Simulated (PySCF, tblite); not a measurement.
**C₇H₁₁O radical: geometry, infrared bands and EPR parameters**

What infrared bands and EPR parameters should C₇H₁₁O radical (`CC1=[C][C@](C)(CO)C1`) show?

Computed with tblite 0.8.0 and PySCF 2.14.0, with density-fitted response routines of our own, on a single molecule in the gas phase. Atoms are numbered from 0 throughout.

### Step 1. The molecule as given

19 atoms, charge 0, multiplicity 2; geometry from: force field or distance geometry start.

Bonds of the start (Å): C0–C1 1.56, C1–C2 1.23, C2–C3 1.37, C3–C4 1.51, C3–C5 1.52, C5–O6 1.43, C3–C7 1.86, C7–C1 1.80, C0–H8 1.09, C0–H9 1.09, C0–H10 1.09, C4–H11 1.10, C4–H12 1.09, C4–H13 1.10, C5–H14 1.09, C5–H15 1.11, O6–H16 0.97, C7–H17 1.10, C7–H18 1.10.

### Step 2. Optimising the geometry with GFN2-xTB

Job settings and geometry (Å):

```
{"job": {"kind": "relax", "xc": "GFN2-xTB", "basis": "xTB"}, "charge": 0, "multiplicity": 2}
C      2.960400     0.393300    -0.349100
C      1.531200     0.601100     0.241200
C      0.368500     0.510600    -0.140900
C     -0.798800    -0.114900     0.201800
C     -1.255700    -1.255000    -0.674000
C     -1.897000     0.729200     0.816400
O     -2.622000     1.413400    -0.204500
C      0.619100    -0.505600     1.335100
H      3.709100     0.464600     0.443200
H      3.154800     1.163600    -1.093800
H      3.030200    -0.589200    -0.821600
H     -1.938400    -1.923600    -0.139200
H     -0.421400    -1.862900    -1.025600
H     -1.781400    -0.877200    -1.565100
H     -2.602500     0.117200     1.380000
H     -1.502500     1.482200     1.526400
H     -1.984600     1.977900    -0.671800
H      0.934800    -1.563900     1.308700
H      0.486400    -0.151800     2.366900
```

Command:

```
$ OMP_NUM_THREADS=1 python probes_run.py task.json out
```

This one command runs all jobs of the session in turn.

What it wrote:

```text
step      E/eV     max force
  0    -663.25870    8.169
  1    -663.85366    7.533
  2    -664.82812    7.644
  3    -665.77022    3.746
  4    -666.10012    2.171
  5    -666.34903    1.429
  6    -666.52870    0.827
  7    -666.60458    0.852
  8    -666.74620    0.642
  9    -666.79614    0.566
 10    -666.84505    0.407
 11    -666.86582    0.346
 12    -666.88543    0.333
 13    -666.90167    0.387
 14    -666.92019    0.406
 15    -666.93602    0.337
 16    -666.95029    0.249
 17    -666.96343    0.263
 18    -666.97484    0.216
 19    -666.98326    0.183
 20    -666.98951    0.161
 21    -666.99502    0.190
 22    -667.00133    0.195
 23    -667.00730    0.169
 24    -667.01193    0.135
 25    -667.01534    0.134
 26    -667.01855    0.124
 27    -667.02228    0.146
 28    -667.02615    0.141
 29    -667.03010    0.137
 30    -667.03468    0.167
 31    -667.04007    0.174
 32    -667.04521    0.141
 33    -667.04912    0.104
 34    -667.05223    0.106
 35    -667.05541    0.143
 36    -667.05884    0.133
 37    -667.06194    0.136
 38    -667.06465    0.129
 39    -667.06745    0.153
 40    -667.07034    0.168
 41    -667.07320    0.133
 42    -667.07621    0.112
 43    -667.07881    0.103
 44    -667.08083    0.114
 45    -667.08272    0.102
 46    -667.08475    0.117
 47    -667.08714    0.129
 48    -667.08939    0.114
 49    -667.09088    0.087
 50    -667.09182    0.074
 51    -667.09254    0.068
 52    -667.09327    0.076
 53    -667.09400    0.058
 54    -667.09446    0.058
 55    -667.09482    0.052
 56    -667.09515    0.054
 57    -667.09544    0.055
 58    -667.09575    0.054
 59    -667.09616    0.065
 60    -667.09670    0.073
 61    -667.09735    0.057
 62    -667.09798    0.057
 63    -667.09850    0.049
 64    -667.09892    0.039
 65    -667.09918    0.031
 66    -667.09930    0.020
 67    -667.09936    0.016
 68    -667.09940    0.016
 69    -667.09945    0.014
 70    -667.09949    0.013
 71    -667.09952    0.015
 72    -667.09956    0.015
 73    -667.09960    0.015
 74    -667.09965    0.018
 75    -667.09970    0.018
 76    -667.09976    0.016
 77    -667.09985    0.022
 78    -667.09994    0.024
 79    -667.10003    0.020
 80    -667.10010    0.022
 81    -667.10017    0.020
 82    -667.10023    0.018
 83    -667.10027    0.013
 84    -667.10031    0.014
 85    -667.10035    0.014
 86    -667.10040    0.016
 87    -667.10046    0.018
 88    -667.10054    0.021
 89    -667.10064    0.031
 90    -667.10078    0.033
 91    -667.10094    0.032
 92    -667.10110    0.031
 93    -667.10125    0.031
 94    -667.10139    0.026
 95    -667.10150    0.024
 96    -667.10160    0.014
 97    -667.10165    0.012
 98    -667.10167    0.009
```

Wall time 0.52 s (1 thread of Arm Neoverse V2, shared host).

Step by step: (not every step is listed)

| step | energy from step 0 (eV) | largest force (eV/Å) |
| --- | --- | --- |
| 0 | 0.0000 | 8.1687 |
| 1 | -0.5950 | 7.5335 |
| 2 | -1.5694 | 7.6439 |
| 3 | -2.5115 | 3.7460 |
| 4 | -2.8414 | 2.1709 |
| 5 | -3.0903 | 1.4289 |
| 6 | -3.2700 | 0.8269 |
| 7 | -3.3459 | 0.8523 |
| 8 | -3.4875 | 0.6425 |
| 16 | -3.6916 | 0.2495 |
| 24 | -3.7532 | 0.1347 |
| 32 | -3.7865 | 0.1409 |
| 40 | -3.8116 | 0.1682 |
| 48 | -3.8307 | 0.1141 |
| 56 | -3.8365 | 0.0544 |
| 64 | -3.8402 | 0.0392 |
| 72 | -3.8409 | 0.0152 |
| 80 | -3.8414 | 0.0216 |
| 88 | -3.8418 | 0.0211 |
| 93 | -3.8426 | 0.0311 |
| 94 | -3.8427 | 0.0262 |
| 95 | -3.8428 | 0.0241 |
| 96 | -3.8429 | 0.0140 |
| 97 | -3.8429 | 0.0116 |
| 98 | -3.8430 | 0.0090 |

Close pairs (by a distance rule), those that changed most:

| bond | before (Å) | after (Å) | change (Å) |
| --- | --- | --- | --- |
| C3–C7 | 1.857 | 1.557 | -0.300 |
| C1–C7 | 1.804 | 1.528 | -0.276 |
| C2–C3 | 1.368 | 1.520 | +0.152 |
| C1–C2 | 1.227 | 1.323 | +0.096 |
| C0–C1 | 1.560 | 1.476 | -0.084 |
| C5–O6 | 1.427 | 1.405 | -0.022 |
| C7–H17 | 1.105 | 1.089 | -0.016 |
| C4–H13 | 1.101 | 1.088 | -0.014 |

The next job starts from the end point, and lists it.

### Step 3. Vibrational analysis with GFN2-xTB

Job settings and geometry (Å):

```
{"job": {"kind": "ir", "xc": "GFN2-xTB", "basis": "xTB"}, "charge": 0, "multiplicity": 2}
C      2.884277     0.479658    -0.063103
C      1.426563     0.247397    -0.043800
C      0.348430     0.594406    -0.728367
C     -0.676173    -0.161797     0.101905
C     -1.414855    -1.281483    -0.607703
C     -1.638845     0.760510     0.849993
O     -2.533553     1.407212    -0.018381
C      0.581127    -0.590831     0.913548
H      3.214733     0.902094     0.886688
H      3.147214     1.165931    -0.864637
H      3.415607    -0.460834    -0.214499
H     -1.871680    -1.946539     0.123519
H     -0.734339    -1.854174    -1.233460
H     -2.202614    -0.866554    -1.232515
H     -2.256248     0.182760     1.543528
H     -1.062492     1.501013     1.425977
H     -2.011271     1.826730    -0.713464
H      0.785267    -1.659047     0.864642
H      0.589049    -0.237202     1.944009
```

What it wrote:

```text
mode    cm-1     km/mol
  1      75.2      2.27
  2     103.6      1.08
  3     111.8      1.50
  4     191.0      0.28
  5     209.6      0.68
  6     273.3      5.06
  7     306.3     31.08
  8     327.5      3.73
  9     339.5      1.17
 10     409.1    143.65
 11     458.2      0.77
 12     500.9      2.84
 13     621.1     10.42
 14     809.3      2.81
 15     863.3      1.62
 16     908.2      4.42
 17     917.3      3.16
 18     942.5      7.18
 19     990.0      4.20
 20    1002.0      1.24
 21    1015.5     22.17
 22    1049.1     10.26
 23    1075.9     77.26
 24    1100.6     32.48
 25    1142.0      1.72
 26    1146.6     35.11
 27    1203.3     28.33
 28    1225.9      9.04
 29    1266.9      4.98
 30    1321.7     45.49
 31    1342.7     65.03
 32    1395.0      3.59
 33    1400.8      5.86
 34    1431.8      2.91
 35    1467.3      5.64
 36    1472.7      3.10
 37    1473.6      3.19
 38    1486.5      1.38
 39    1488.5      4.26
 40    1736.4     22.58
 41    2861.2     70.55
 42    2963.7     23.44
 43    2971.8     38.57
 44    2982.1     18.02
 45    2985.9     37.29
 46    3000.2     33.58
 47    3016.6     34.10
 48    3036.3     28.84
 49    3039.7     13.35
 50    3040.3     23.13
 51    3518.9     11.29
```

Wall time 0.52 s (1 thread of Arm Neoverse V2, shared host).

The strongest bands and the atoms that carry them (share of the mass-weighted mode):

| cm⁻¹ | km/mol | atoms |
| --- | --- | --- |
| 409 | 143.7 | H16 65 %, O6 10 % |
| 1076 | 77.3 | O6 32 %, C5 30 %, H14 19 % |
| 1147 | 35.1 | H14 22 %, H16 18 %, H17 11 %, C7 11 % |
| 1322 | 45.5 | H15 41 %, H16 23 %, C3 14 % |
| 1343 | 65.0 | H14 31 %, H15 24 %, C5 19 %, H16 17 % |
| 2861 | 70.5 | H15 93 % |
| 2972 | 38.6 | H18 90 % |
| 2986 | 37.3 | H10 46 %, H8 42 % |

### Step 4. g tensor and hyperfine couplings: B3LYP/pcH-1

Same as in step 3 but for these lines:

```diff
@@ -1,2 +1,2 @@
-{"job": {"kind": "ir", "xc": "GFN2-xTB", "basis": "xTB"}, "charge": 0, "multiplicity": 2}
+{"job": {"kind": "epr", "basis": "pcH-1"}, "charge": 0, "multiplicity": 2}
 C      2.884277     0.479658    -0.063103
```

Method: UKS B3LYP, pcH-1 on C H O, non-relativistic, mean-field spin-orbit, GIAO.

What it wrote:

```text
UKS, coarse grid
  cycle   1  E = -348.37032927  |g| = 5.30e-01
  cycle   2  E = -348.27299333  |g| = 7.55e-01
  cycle   3  E = -348.48175126  |g| = 8.27e-02
  cycle   4  E = -348.48411905  |g| = 3.66e-02
  cycle   5  E = -348.48477442  |g| = 8.15e-03
  cycle   6  E = -348.48480875  |g| = 6.06e-03
  cycle   7  E = -348.48483298  |g| = 2.27e-03
  cycle   8  E = -348.48484072  |g| = 1.49e-03
  cycle   9  E = -348.48484354  |g| = 5.36e-04
UKS, final grid
  cycle   1  E = -348.48486526  |g| = 5.35e-04
  cycle   2  E = -348.48486532  |g| = 7.78e-04
  cycle   3  E = -348.48486565  |g| = 1.90e-04
  cycle   4  E = -348.48486571  |g| = 1.69e-04
  cycle   5  E = -348.48486577  |g| = 4.91e-05
  cycle   6  E = -348.48486577  |g| = 1.09e-05
E = -348.48486577 Eh   <S^2> = 0.7569 (exact 0.7500)
g shifts (ppm)      1          2          3
  rmc          -163       -163       -163
  gc             19          7          9
  oz_so        -645        -33       1134
  total        -789       -189        980
hyperfine (MHz)  atom isotope    a_iso     a_fc   dipolar eigenvalues
    0   13C       8.44       8.44     -1.35     -1.21      2.55
    1   13C       6.95       6.95    -24.67     -1.84     26.50
    2   13C     316.86     316.86    -71.78    -54.19    125.97
    3   13C      28.52      28.52    -15.07    -12.97     28.05
    4   13C      -1.77      -1.77     -1.04     -0.80      1.84
    5   13C      -1.46      -1.46     -1.11     -0.70      1.80
    6   17O       0.23       0.23     -1.28      0.32      0.96
    7   13C      96.67      96.67     -9.37     -7.51     16.88
    8    1H      -8.32      -8.32     -2.01     -1.46      3.47
    9    1H       3.40       3.40     -3.08     -2.43      5.52
   10    1H      -8.66      -8.66     -2.05     -1.49      3.54
   11    1H       3.16       3.16     -1.97     -1.60      3.57
   12    1H       0.01       0.01     -3.48     -2.39      5.87
   13    1H       1.92       1.92     -2.91     -2.22      5.14
   14    1H       5.68       5.68     -1.97     -1.55      3.52
   15    1H      -0.18      -0.18     -3.38     -2.32      5.71
   16    1H      -0.78      -0.78     -4.80     -3.34      8.14
   17    1H      20.21      20.21     -5.46     -0.90      6.36
   18    1H      22.16      22.16     -5.43     -0.91      6.34
```

Wall time 1.7 min (1 thread of Arm Neoverse V2, shared host); peak memory 1.1 GiB.

Principal g values 2.00153, 2.00213, 2.00330; g(iso) = 2.00232, against 2.00232 for a free electron.

Mean a(iso) over the nuclei that a row names, and the largest dipolar term of the row (other rows stand at the frozen geometry):

| nuclei | isotope | a(iso) (MHz) | a(iso) (G, at g = 2.0023) | largest dipolar term (MHz) |
| --- | --- | --- | --- | --- |
| C2 | 13C | 316.9 | 113.1 | 126.0 |
| C7 | 13C | 96.7 | 34.5 | 16.9 |
| C3 | 13C | 28.5 | 10.2 | 28.0 |
| H18 | 1H | 22.2 | 7.9 | 6.3 |
| H17 | 1H | 20.2 | 7.2 | 6.4 |
| C0 | 13C | 8.4 | 3.0 | 2.6 |
| C1 | 13C | 6.9 | 2.5 | 26.5 |
| H14 | 1H | 5.7 | 2.0 | 3.5 |
| H8, H9, H10 | 1H | -4.5 | -1.6 | 5.5 |
| C4 | 13C | -1.8 | -0.6 | 1.8 |
| H11, H12, H13 | 1H | 1.7 | 0.6 | 5.9 |
| C5 | 13C | -1.5 | -0.5 | 1.8 |
| H16 | 1H | -0.8 | -0.3 | 8.1 |
| O6 | 17O | 0.2 | 0.1 | -1.3 |

Mulliken spin populations:

C0 0.01; C1 -0.07; C2 0.89; C3 0.05; C4 0.00; C5 0.00; O6 0.00; C7 0.09; H8 0.00; H9 0.01; H10 0.00; H11 0.00; H12 0.00; H13 0.00; H14 0.00; H15 0.00; H16 0.00; H17 0.01; H18 0.01

In first order the couplings over 0.8 MHz of 1H give 128 distinct lines over 23.8 G, if the averaged nuclei exchange fast; the same motion can average rows kept apart here too.

Orbitals, density, ELF and potential are computed afterwards from the orbital file.

ELF in a plane through or near 5 of the atoms.

Values, 10 rows by 14 columns:
```
0.00 0.00 0.00 0.00 0.00 0.00 0.00 0.00 0.00 0.00 0.00 0.00 0.00 0.00
0.00 0.00 0.00 0.00 0.00 0.00 0.00 0.00 0.00 0.00 0.00 0.00 0.00 0.00
0.00 0.00 0.00 0.00 0.00 0.00 0.00 0.06 0.02 0.29 0.58 0.07 0.00 0.00
0.00 0.00 0.10 0.41 0.07 0.22 0.36 0.07 0.36 0.76 0.86 0.35 0.00 0.00
0.00 0.01 0.26 0.82 0.52 0.64 0.73 0.30 0.67 0.64 0.67 0.19 0.00 0.00
0.00 0.01 0.37 0.78 0.71 0.25 0.45 0.33 0.52 0.07 0.01 0.00 0.00 0.00
0.00 0.02 0.96 1.00 0.26 0.27 0.09 0.21 0.35 0.62 0.25 0.02 0.00 0.00
0.00 0.00 0.06 0.36 0.00 0.00 0.01 0.71 0.79 0.61 0.18 0.01 0.00 0.00
0.00 0.00 0.00 0.00 0.00 0.00 0.00 0.25 0.21 0.04 0.01 0.00 0.00 0.00
0.00 0.00 0.00 0.00 0.00 0.00 0.00 0.00 0.00 0.00 0.00 0.00 0.00 0.00
```
The map spans 11.9 Å across and 9.4 Å up, centred on the molecule. Atoms in the plane (x, y in Å): C0 (-2.9, 0.2), C1 (-1.4, 0.1), C4 (1.5, -1.3), O6 (2.4, 1.5), H10 (-3.4, -0.8).

On the surface of density 0.002 e/bohr³ the electrostatic potential runs, from the 1st to the 99th percentile, from -1.65 V near O6 to 1.40 V near H16.

The spin density lies nearest to C2 72 %; C1, C3 about 8 % each.

### Step 5. Summary of results

| quantity | value |
| --- | --- |
| strongest single infrared mode (GFN2-xTB) | 409 cm⁻¹, 144 km/mol |
| zero-point energy (GFN2-xTB) | 100.1 kcal/mol |
| g(iso) (B3LYP) | 2.00232 |
| ⟨S²⟩ | 0.757 (exact 0.75) |
| largest a(iso) (averaged by class) | 13C on C2, 316.9 MHz |
| potential on the surface of density 0.002 e/bohr³, 1st and 99th percentile | -1.65 V and 1.40 V |

**Reading.** The optimisation took 98 steps and gained 3.843 eV; among the close pairs (by a distance rule), C3–C7 changed most, from 1.857 to 1.557 Å. All 51 modes are real, so the xTB geometry is a minimum. The strongest single mode, at 409 cm⁻¹, moves mainly H16. Unscaled tight-binding wavenumbers are off by several per cent, some by more. Its intensities can rank the bands wrongly. C2 carries the largest spin population, 0.89 e. The isotropic g lies 0.0 ppt above the free-electron value. These values are for one conformer; the search (at its own cheap level) found 1 more, at 0.64 kcal/mol, and measured spectra average over such forms.
